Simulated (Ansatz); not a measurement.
**CH3OSe+ (SMILES C1[OH+][Se]1): single points off equilibrium**

The task here is to estimate one member of a computed series from the others.

Program: Ansatz 0.2.0, Gaussian basis. Level of theory: single points in def2-TZVPP. These are calculated values, not measurements.

Cores are frozen in the correlated methods. Filled d shells of the heavier atoms are correlated.

**Where the work starts**

SMILES `C1[OH+][Se]1`, 6 atoms, charge 1, spin multiplicity 1.

Atoms are counted from 1 here; the program's logs count them from 0.

Bond lengths: C1–O2 1.414 Å, C1–Se3 1.915 Å, C1–H4 1.030 Å, C1–H5 1.129 Å, O2–Se3 2.032 Å, O2–H6 1.001 Å. Angles: O2–C1–Se3 73.5°, O2–C1–H4 113.6°, O2–C1–H5 116.1°, Se3–C1–H4 117.2°, Se3–C1–H5 118.8°, H4–C1–H5 112.3°, C1–O2–Se3 64.6°, C1–O2–H6 111.6°, Se3–O2–H6 114.4°, C1–Se3–O2 41.9°.

Geometry (Å):

```tsv
atom	x (Å)	y (Å)	z (Å)
C1	-0.27040	-0.07030	-0.42120
O2	-0.01200	0.07490	0.96180
Se3	1.02890	-1.40140	0.03210
H4	-1.22490	-0.39580	-0.63020
H5	0.04110	0.79360	-1.07730
H6	0.52250	0.89990	1.15250
```

The first run:

run/in.yaml reads:

```yaml
crystal:
  periodic: [false, false, false]
  atoms:
    - {symbol: C, position_ang: [-0.270400, -0.070300, -0.421200]}
    - {symbol: O, position_ang: [-0.012000, 0.074900, 0.961800]}
    - {symbol: Se, position_ang: [1.028900, -1.401400, 0.032100]}
    - {symbol: H, position_ang: [-1.224900, -0.395800, -0.630200]}
    - {symbol: H, position_ang: [0.041100, 0.793600, -1.077300]}
    - {symbol: H, position_ang: [0.522500, 0.899900, 1.152500]}
basis:
  gaussian: {orbitals: def2-TZVPP}
total_charge: 1
correlation: {method: ccsd_t}
output: {forces: true}
```

No record of the launch command was kept for these runs.

Among the steps run: CCSD(T)/def2-TZVPP; PBE0-D4/def2-TZVPP; wB97M-V/def2-TZVPP; r2SCAN-D4/def2-TZVPP; PBE-D4/def2-TZVPP; B97M-V/def2-TZVPP; HSE06-D4/def2-TZVPP.

One of the session's tables, all rows but one given; the rest of the session is left out.

```
   method  RMS force component (eV/Å)  angle to CCSD(T) forces (°)
  CCSD(T)                       1.089                    reference
  PBE0-D4                       1.057                         11.4
  wB97M-V                       1.063                          7.9
r2SCAN-D4                       1.069                          3.6
   PBE-D4                           ?                            ?
   B97M-V                       1.080                          7.1
 HSE06-D4                       1.056                         11.2
```

Q: Estimate the row for PBE-D4 from the others.

As computed: RMS force component (eV/Å): 1.064; angle to CCSD(T) forces (°): 10.6. In the column «RMS force component (eV/Å)» it lies between wB97M-V (1.063) and r2SCAN-D4 (1.069).
